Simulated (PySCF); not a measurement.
# Sb⁺: excitation energies in aug-cc-pVTZ-PP plus 1 even-tempered diffuse shell per l with ECP28, part 2 of 2

Aim: the excitation energy of antimony from differences of total energies, at each level of theory, and how far each lands from the tabulated value where there is one.

PySCF 2.14.0; aug-cc-pVTZ-PP plus 1 even-tempered diffuse shell per l with ECP28, scalar relativity through the core potential. The scripts are equivalent inputs of a driver's runs. The steps go on from the part before.

### Step 4. Sb⁺ [Kr] 4d10 5s2 5p1 5d1

#### UHF

Contents of input.py:

```python
from pyscf import gto, scf, dft, mp, cc
import basis_set_exchange as bse
txt = bse.get_basis("aug-cc-pVTZ-PP", elements=["Sb"], fmt="nwchem", header=False, augment_diffuse=1)
cut = txt.index("\nECP")
mol = gto.M(atom="Sb 0 0 0", charge=1, spin=2, symmetry="D2h",
            basis=gto.basis.parse(txt[:cut]),
            ecp={"Sb": gto.basis.parse_ecp(txt[cut:])})
mf = scf.UHF(mol)
mf.irrep_nelec = {'Ag': (4, 4), 'B1g': (1, 1), 'B2g': (2, 1), 'B3g': (1, 1), 'B1u': (1, 1), 'B2u': (2, 1), 'B3u': (1, 1)}
mf.kernel()
```

Output:

```text
damping factor = 0
level_shift factor = 0
DIIS = <class 'pyscf.scf.diis.CDIIS'>
diis_start_cycle = 1
diis_space = 10
diis_damp = 0
SCF conv_tol = 1e-09
SCF conv_tol_grad = None
number electrons alpha = 12  beta = 10
cycle= 1 E= -238.615316023381  delta_E= -0.00275  |g|= 0.0178  |ddm|= 0.0882
cycle= 2 E= -238.615651312304  delta_E= -0.000335  |g|= 0.00643  |ddm|= 0.0289
cycle= 3 E= -238.615704534667  delta_E= -5.32e-05  |g|= 0.000421  |ddm|= 0.0177
cycle= 4 E= -238.615704879076  delta_E= -3.44e-07  |g|= 7.08e-05  |ddm|= 0.0023
cycle= 5 E= -238.615704896748  delta_E= -1.77e-08  |g|= 2.79e-05  |ddm|= 0.00041
cycle= 6 E= -238.615704900072  delta_E= -3.32e-09  |g|= 6.48e-06  |ddm|= 0.000195
cycle= 7 E= -238.615704900297  delta_E= -2.25e-10  |g|= 7.74e-07  |ddm|= 5.67e-05
converged SCF energy = -238.615704900297  <S^2> = 2.0075507  2S+1 = 3.0050296
```

CPU time 1 s on a shared host, the integrals not counted.

Orbital energies by shell (radii are means over both spins):

```tsv
shell	electrons	mean orbital energy (eV)	spread (eV)	rms radius (bohr)
4s α	1	-189.88	0	0.849
4s β	1	-189.68	0	0.849
4p α	3	-137.26	0.129	0.917
4p β	3	-137.05	0.564	0.917
4d α	5	-56.362	0.471	1.10
4d β	5	-56.175	0.646	1.10
5s α	1	-28.049	0	2.29
5s β	1	-25.521	0	2.29
5p α	1	-18.635	0	2.75
5d α	1	-6.605	0	5.16
```

⟨S²⟩ = 2.008, ⟨L²⟩ = 8.02.

⟨L²⟩ = 8.02 against 12 for a pure F term, so this real determinant mixes terms. Energies and moments cover only the electrons outside the core potential.

#### LDA

Changes to input.py:

```diff
@@ -7,3 +7,3 @@
             ecp={"Sb": gto.basis.parse_ecp(txt[cut:])})
-mf = scf.UHF(mol)
+mf = dft.UKS(mol, xc="LDA,VWN")
 mf.irrep_nelec = {'Ag': (4, 4), 'B1g': (1, 1), 'B2g': (2, 1), 'B3g': (1, 1), 'B1u': (1, 1), 'B2u': (2, 1), 'B3u': (1, 1)}
```

Output:

```text
damping factor = 0
level_shift factor = 0
DIIS = <class 'pyscf.scf.diis.CDIIS'>
diis_start_cycle = 1
diis_space = 10
diis_damp = 0
SCF conv_tol = 1e-09
SCF conv_tol_grad = None
number electrons alpha = 12  beta = 10
XC functionals = LDA,VWN
    P. A. M. Dirac.,  Math. Proc. Cambridge Philos. Soc. 26, 376 (1930)
    F. Bloch.,  Z. Phys. 57, 545 (1929)
    S. H. Vosko, L. Wilk, and M. Nusair.,  Can. J. Phys. 58, 1200 (1980)
cycle= 1 E= -239.173378625041  delta_E= -0.0137  |g|= 0.0688  |ddm|= 0.741
cycle= 2 E= -239.174081357426  delta_E= -0.000703  |g|= 0.0421  |ddm|= 0.165
cycle= 3 E= -239.174500458673  delta_E= -0.000419  |g|= 0.00288  |ddm|= 0.0766
cycle= 4 E= -239.174504530544  delta_E= -4.07e-06  |g|= 1.26e-05  |ddm|= 0.00981
cycle= 5 E= -239.17450453077  delta_E= -2.25e-10  |g|= 1.51e-06  |ddm|= 9.06e-05
converged SCF energy = -239.17450453077  <S^2> = 2.0004628  2S+1 = 3.0003085
```

CPU time 0.82 s on a shared host, the integrals not counted.

#### PBE

Changes to input.py:

```diff
@@ -7,3 +7,3 @@
             ecp={"Sb": gto.basis.parse_ecp(txt[cut:])})
-mf = dft.UKS(mol, xc="LDA,VWN")
+mf = dft.UKS(mol, xc="PBE")
 mf.irrep_nelec = {'Ag': (4, 4), 'B1g': (1, 1), 'B2g': (2, 1), 'B3g': (1, 1), 'B1u': (1, 1), 'B2u': (2, 1), 'B3u': (1, 1)}
```

Output:

```text
damping factor = 0
level_shift factor = 0
DIIS = <class 'pyscf.scf.diis.CDIIS'>
diis_start_cycle = 1
diis_space = 10
diis_damp = 0
SCF conv_tol = 1e-09
SCF conv_tol_grad = None
number electrons alpha = 12  beta = 10
XC functionals = PBE
    J. P. Perdew, K. Burke, and M. Ernzerhof.,  Phys. Rev. Lett. 77, 3865 (1996)
    J. P. Perdew, K. Burke, and M. Ernzerhof.,  Phys. Rev. Lett. 78, 1396 (1997)
    J. P. Perdew, K. Burke, and M. Ernzerhof.,  Phys. Rev. Lett. 77, 3865 (1996)
    J. P. Perdew, K. Burke, and M. Ernzerhof.,  Phys. Rev. Lett. 78, 1396 (1997)
cycle= 1 E= -239.55633923501  delta_E= -0.00968  |g|= 0.0316  |ddm|= 0.68
cycle= 2 E= -239.556559916485  delta_E= -0.000221  |g|= 0.0159  |ddm|= 0.084
cycle= 3 E= -239.556617211593  delta_E= -5.73e-05  |g|= 0.00194  |ddm|= 0.028
cycle= 4 E= -239.556618802325  delta_E= -1.59e-06  |g|= 7.33e-05  |ddm|= 0.00625
cycle= 5 E= -239.556618807338  delta_E= -5.01e-09  |g|= 4.2e-06  |ddm|= 0.000384
cycle= 6 E= -239.55661880736  delta_E= -2.22e-11  |g|= 3.77e-07  |ddm|= 2.57e-05
converged SCF energy = -239.55661880736  <S^2> = 2.0009367  2S+1 = 3.0006244
```

CPU time 1.3 s on a shared host, the integrals not counted.

#### PBE0

Changes to input.py:

```diff
@@ -7,3 +7,3 @@
             ecp={"Sb": gto.basis.parse_ecp(txt[cut:])})
-mf = dft.UKS(mol, xc="PBE")
+mf = dft.UKS(mol, xc="PBE0")
 mf.irrep_nelec = {'Ag': (4, 4), 'B1g': (1, 1), 'B2g': (2, 1), 'B3g': (1, 1), 'B1u': (1, 1), 'B2u': (2, 1), 'B3u': (1, 1)}
```

Output:

```text
damping factor = 0
level_shift factor = 0
DIIS = <class 'pyscf.scf.diis.CDIIS'>
diis_start_cycle = 1
diis_space = 10
diis_damp = 0
SCF conv_tol = 1e-09
SCF conv_tol_grad = None
number electrons alpha = 12  beta = 10
XC functionals = PBE0
    C. Adamo and V. Barone.,  J. Chem. Phys. 110, 6158 (1999)
    M. Ernzerhof and G. E. Scuseria.,  J. Chem. Phys. 110, 5029 (1999)
cycle= 1 E= -239.558971371143  delta_E= -0.00637  |g|= 0.0159  |ddm|= 0.477
cycle= 2 E= -239.55905523834  delta_E= -8.39e-05  |g|= 0.00638  |ddm|= 0.057
cycle= 3 E= -239.559067444012  delta_E= -1.22e-05  |g|= 0.00109  |ddm|= 0.0136
cycle= 4 E= -239.559068368917  delta_E= -9.25e-07  |g|= 0.000133  |ddm|= 0.00384
cycle= 5 E= -239.559068406156  delta_E= -3.72e-08  |g|= 1.29e-05  |ddm|= 0.000893
cycle= 6 E= -239.559068406479  delta_E= -3.23e-10  |g|= 1.04e-06  |ddm|= 7.11e-05
converged SCF energy = -239.559068406479  <S^2> = 2.0018043  2S+1 = 3.0012026
```

CPU time 1.7 s on a shared host, the integrals not counted.

#### r2SCAN

Changes to input.py:

```diff
@@ -7,3 +7,3 @@
             ecp={"Sb": gto.basis.parse_ecp(txt[cut:])})
-mf = dft.UKS(mol, xc="PBE0")
+mf = dft.UKS(mol, xc="R2SCAN")
 mf.irrep_nelec = {'Ag': (4, 4), 'B1g': (1, 1), 'B2g': (2, 1), 'B3g': (1, 1), 'B1u': (1, 1), 'B2u': (2, 1), 'B3u': (1, 1)}
```

Output:

```text
damping factor = 0
level_shift factor = 0
DIIS = <class 'pyscf.scf.diis.CDIIS'>
diis_start_cycle = 1
diis_space = 10
diis_damp = 0
SCF conv_tol = 1e-09
SCF conv_tol_grad = None
number electrons alpha = 12  beta = 10
XC functionals = R2SCAN
    J. W. Furness, A. D. Kaplan, J. Ning, J. P. Perdew, and J. Sun.,  J. Phys. Chem. Lett. 11, 8208-8215 (2020)
    J. W. Furness, A. D. Kaplan, J. Ning, J. P. Perdew, and J. Sun.,  J. Phys. Chem. Lett. 11, 9248-9248 (2020)
    J. W. Furness, A. D. Kaplan, J. Ning, J. P. Perdew, and J. Sun.,  J. Phys. Chem. Lett. 11, 8208-8215 (2020)
    J. W. Furness, A. D. Kaplan, J. Ning, J. P. Perdew, and J. Sun.,  J. Phys. Chem. Lett. 11, 9248-9248 (2020)
cycle= 1 E= -239.635071276887  delta_E= -0.00872  |g|= 0.0156  |ddm|= 0.577
cycle= 2 E= -239.635156179463  delta_E= -8.49e-05  |g|= 0.00566  |ddm|= 0.051
cycle= 3 E= -239.635163889932  delta_E= -7.71e-06  |g|= 0.00129  |ddm|= 0.0111
cycle= 4 E= -239.635164533117  delta_E= -6.43e-07  |g|= 0.000178  |ddm|= 0.00362
cycle= 5 E= -239.635164551193  delta_E= -1.81e-08  |g|= 1.05e-05  |ddm|= 0.000833
cycle= 6 E= -239.63516455132  delta_E= -1.26e-10  |g|= 1.3e-06  |ddm|= 0.000126
converged SCF energy = -239.63516455132  <S^2> = 2.0028187  2S+1 = 3.0018786
```

It used 2.8 s of CPU time after the integrals (shared host).

#### BLYP

Changes to input.py:

```diff
@@ -7,3 +7,3 @@
             ecp={"Sb": gto.basis.parse_ecp(txt[cut:])})
-mf = dft.UKS(mol, xc="R2SCAN")
+mf = dft.UKS(mol, xc="BLYP")
 mf.irrep_nelec = {'Ag': (4, 4), 'B1g': (1, 1), 'B2g': (2, 1), 'B3g': (1, 1), 'B1u': (1, 1), 'B2u': (2, 1), 'B3u': (1, 1)}
```

Output:

```text
damping factor = 0
level_shift factor = 0
DIIS = <class 'pyscf.scf.diis.CDIIS'>
diis_start_cycle = 1
diis_space = 10
diis_damp = 0
SCF conv_tol = 1e-09
SCF conv_tol_grad = None
number electrons alpha = 12  beta = 10
XC functionals = BLYP
    A. D. Becke.,  Phys. Rev. A 38, 3098 (1988)
    C. Lee, W. Yang, and R. G. Parr.,  Phys. Rev. B 37, 785 (1988)
    B. Miehlich, A. Savin, H. Stoll, and H. Preuss.,  Chem. Phys. Lett. 157, 200 (1989)
cycle= 1 E= -239.524253305648  delta_E= -0.0101  |g|= 0.0337  |ddm|= 0.719
cycle= 2 E= -239.524522492523  delta_E= -0.000269  |g|= 0.0171  |ddm|= 0.0892
cycle= 3 E= -239.524587911361  delta_E= -6.54e-05  |g|= 0.00203  |ddm|= 0.029
cycle= 4 E= -239.524589752696  delta_E= -1.84e-06  |g|= 3.2e-05  |ddm|= 0.00656
cycle= 5 E= -239.524589753574  delta_E= -8.78e-10  |g|= 2.3e-06  |ddm|= 0.000167
converged SCF energy = -239.524589753574  <S^2> = 2.0006186  2S+1 = 3.0004124
```

CPU time 1.2 s on a shared host, the integrals not counted.

#### wB97M-V

Changes to input.py:

```diff
@@ -7,3 +7,3 @@
             ecp={"Sb": gto.basis.parse_ecp(txt[cut:])})
-mf = dft.UKS(mol, xc="BLYP")
+mf = dft.UKS(mol, xc="WB97M_V")
 mf.irrep_nelec = {'Ag': (4, 4), 'B1g': (1, 1), 'B2g': (2, 1), 'B3g': (1, 1), 'B1u': (1, 1), 'B2u': (2, 1), 'B3u': (1, 1)}
```

Output:

```text
damping factor = 0
level_shift factor = 0
DIIS = <class 'pyscf.scf.diis.CDIIS'>
diis_start_cycle = 1
diis_space = 10
diis_damp = 0
SCF conv_tol = 1e-09
SCF conv_tol_grad = None
number electrons alpha = 12  beta = 10
XC functionals = WB97M_V
    N. Mardirossian and M. Head-Gordon.,  J. Chem. Phys. 144, 214110 (2016)
NLC functional = WB97M_V
cycle= 1 E= -239.512624721855  delta_E= -0.00619  |g|= 0.0147  |ddm|= 0.369
cycle= 2 E= -239.512881440125  delta_E= -0.000257  |g|= 0.00376  |ddm|= 0.052
cycle= 3 E= -239.512907476681  delta_E= -2.6e-05  |g|= 0.00145  |ddm|= 0.0108
cycle= 4 E= -239.512910816363  delta_E= -3.34e-06  |g|= 0.000355  |ddm|= 0.00454
cycle= 5 E= -239.512911374543  delta_E= -5.58e-07  |g|= 4.35e-05  |ddm|= 0.00271
cycle= 6 E= -239.512911381805  delta_E= -7.26e-09  |g|= 7.46e-06  |ddm|= 0.000382
cycle= 7 E= -239.512911381836  delta_E= -3.11e-11  |g|= 4.02e-06  |ddm|= 9.87e-05
converged SCF energy = -239.512911381836  <S^2> = 2.0018221  2S+1 = 3.0012145
```

CPU time 5.8 s on a shared host, the integrals not counted.

#### B2PLYP

Changes to input.py:

```diff
@@ -7,3 +7,3 @@
             ecp={"Sb": gto.basis.parse_ecp(txt[cut:])})
-mf = dft.UKS(mol, xc="WB97M_V")
+mf = dft.UKS(mol, xc="0.53*HF + 0.47*B88, 0.73*LYP")
 mf.irrep_nelec = {'Ag': (4, 4), 'B1g': (1, 1), 'B2g': (2, 1), 'B3g': (1, 1), 'B1u': (1, 1), 'B2u': (2, 1), 'B3u': (1, 1)}
```

Output:

```text
damping factor = 0
level_shift factor = 0
DIIS = <class 'pyscf.scf.diis.CDIIS'>
diis_start_cycle = 1
diis_space = 10
diis_damp = 0
SCF conv_tol = 1e-09
SCF conv_tol_grad = None
number electrons alpha = 12  beta = 10
XC functionals = 0.53*HF + 0.47*B88, 0.73*LYP
    A. D. Becke.,  Phys. Rev. A 38, 3098 (1988)
    C. Lee, W. Yang, and R. G. Parr.,  Phys. Rev. B 37, 785 (1988)
    B. Miehlich, A. Savin, H. Stoll, and H. Preuss.,  Chem. Phys. Lett. 157, 200 (1989)
cycle= 1 E= -239.259756258516  delta_E= -0.00352  |g|= 0.0116  |ddm|= 0.305
cycle= 2 E= -239.259862319279  delta_E= -0.000106  |g|= 0.00328  |ddm|= 0.0473
cycle= 3 E= -239.259870022992  delta_E= -7.7e-06  |g|= 0.00113  |ddm|= 0.00702
cycle= 4 E= -239.259871054154  delta_E= -1.03e-06  |g|= 0.000115  |ddm|= 0.0034
cycle= 5 E= -239.259871098216  delta_E= -4.41e-08  |g|= 1.81e-05  |ddm|= 0.000729
cycle= 6 E= -239.259871099711  delta_E= -1.49e-09  |g|= 1.09e-06  |ddm|= 0.000173
cycle= 7 E= -239.259871099713  delta_E= -1.76e-12  |g|= 9.52e-08  |ddm|= 7.6e-06
converged SCF energy = -239.259871099713  <S^2> = 2.0028571  2S+1 = 3.0019041
```

CPU time 2.6 s on a shared host, the integrals not counted.

Script and log cover the SCF part. The PT2 part, added by the driver, -0.07066 hartree before scaling by 0.27, brings the total to -239.278948 hartree.

#### BHandHLYP

Changes to input.py:

```diff
@@ -7,3 +7,3 @@
             ecp={"Sb": gto.basis.parse_ecp(txt[cut:])})
-mf = dft.UKS(mol, xc="0.53*HF + 0.47*B88, 0.73*LYP")
+mf = dft.UKS(mol, xc="BHANDHLYP")
 mf.irrep_nelec = {'Ag': (4, 4), 'B1g': (1, 1), 'B2g': (2, 1), 'B3g': (1, 1), 'B1u': (1, 1), 'B2u': (2, 1), 'B3u': (1, 1)}
```

Output:

```text
damping factor = 0
level_shift factor = 0
DIIS = <class 'pyscf.scf.diis.CDIIS'>
diis_start_cycle = 1
diis_space = 10
diis_damp = 0
SCF conv_tol = 1e-09
SCF conv_tol_grad = None
number electrons alpha = 12  beta = 10
XC functionals = BHANDHLYP
    A. D. Becke.,  J. Chem. Phys. 98, 1372 (1993)
    Defined through Gaussian implementation.
cycle= 1 E= -239.490299070638  delta_E= -0.00401  |g|= 0.0104  |ddm|= 0.342
cycle= 2 E= -239.490396633258  delta_E= -9.76e-05  |g|= 0.00248  |ddm|= 0.0429
cycle= 3 E= -239.490403273355  delta_E= -6.64e-06  |g|= 0.000966  |ddm|= 0.00696
cycle= 4 E= -239.49040402909  delta_E= -7.56e-07  |g|= 0.000126  |ddm|= 0.00291
cycle= 5 E= -239.490404083778  delta_E= -5.47e-08  |g|= 1.82e-05  |ddm|= 0.000851
cycle= 6 E= -239.490404085124  delta_E= -1.35e-09  |g|= 8.29e-07  |ddm|= 0.000168
cycle= 7 E= -239.490404085125  delta_E= -7.11e-13  |g|= 6.71e-08  |ddm|= 5.76e-06
converged SCF energy = -239.490404085125  <S^2> = 2.0023627  2S+1 = 3.0015747
```

CPU time 1.8 s on a shared host, the integrals not counted.

### Step 5. Sb⁺ [Kr] 4d10 5s2 5p1 5d1, continued

#### MP2 (valence)

input.py, as its differences from that of step 4:

```diff
@@ -7,4 +7,5 @@
             ecp={"Sb": gto.basis.parse_ecp(txt[cut:])})
-mf = dft.UKS(mol, xc="BHANDHLYP")
+mf = scf.UHF(mol)
 mf.irrep_nelec = {'Ag': (4, 4), 'B1g': (1, 1), 'B2g': (2, 1), 'B3g': (1, 1), 'B1u': (1, 1), 'B2u': (2, 1), 'B3u': (1, 1)}
 mf.kernel()
+mp.UMP2(mf, frozen=9).kernel()
```

This step left no log, only its results.

It used 0.3 s of CPU time after the integrals (shared host).

With 4 electrons correlated, the MP2 correlation energy is -0.05122 hartree (-0.00878 same spin, -0.04244 opposite spin); the SCS form gives -0.05385. Largest pairs of shells: 5s-5s -0.0187, 5s-5p -0.0150, 5s-5d -0.0142, 5p-5d -0.0033, 5p-5p 0.0000.

Radial density 4πr²ρ of Sb⁺ at UHF, the electrons outside the core potential:

```tsv
r (bohr)	density	spin density
0.00430	2.61e-05	0.000
0.00723	6.84e-05	0.000
0.0122	0.000160	0.000
0.0204	0.000313	0.000
0.0344	0.000532	0.000
0.0578	0.000873	0.000
0.0973	0.00337	0.000
0.164	0.0348	0.000
0.275	0.552	0.002
0.463	8.23	0.041
0.779	24.7	0.064
1.31	8.86	0.086
2.20	2.13	0.592
3.71	0.531	0.398
6.23	0.133	0.132
10.5	0.00577	0.006
17.6	1.59e-05	0.000
```

### Step 6. How the shells move

Highest occupied Hartree-Fock shell of each state: Sb⁺ [Kr] 4d10 5s1 5p2 5d1 5d α at -7.219 eV; Sb⁺ [Kr] 4d10 5s2 5p1 5d1 5d α at -6.605 eV.

### Step 7. Differences of total energies

Excitation energy: Sb⁺ [Kr] 4d10 5s2 5p2 (3P) → Sb⁺ [Kr] 4d10 5s1 5p2 5d1 (high-spin determinant).

```tsv
method	value (eV)
UHF	14.457
LDA	16.575
PBE	16.153
PBE0	15.959
BLYP	16.531
wB97M-V	16.212
B2PLYP	16.069
BHandHLYP	16.228
MP2 (valence)	15.248
SCS-MP2 (valence)	15.623
```

The determinant of Sb+ mixes LS terms, which raises its energy at the Hartree-Fock and MP2 levels.

Excitation energy: Sb⁺ [Kr] 4d10 5s2 5p2 (3P) → Sb⁺ [Kr] 4d10 5s2 5p1 5d1 (high-spin determinant).

```tsv
method	value (eV)
UHF	9.433
LDA	8.931
PBE	8.742
PBE0	9.024
r2SCAN	9.193
BLYP	8.667
wB97M-V	9.244
B2PLYP	9.068
BHandHLYP	9.216
MP2 (valence)	9.288
SCS-MP2 (valence)	9.286
```

The determinant of Sb+ mixes LS terms, which raises its energy at the Hartree-Fock and MP2 levels.

The differences also use runs on Sb⁺ [Kr] 4d10 5s2 5p2 (3P), which are not shown here.

### Step 8. What came out

This closing draws on all 2 parts.

| quantity | value |
| --- | --- |
| excitation energy, Sb⁺ → [Kr] 4d10 5s1 5p2 5d1 | UHF 14.457, MP2 (valence) 15.248 eV |
| excitation energy, Sb⁺ → [Kr] 4d10 5s2 5p1 5d1 | UHF 9.433, MP2 (valence) 9.288 eV |

What this shows: For the first difference the methods span 2.117 eV, from UHF (14.457) to LDA (16.575). No reference value is at hand in this session. All values hold for this basis alone; no basis-set limit was taken.
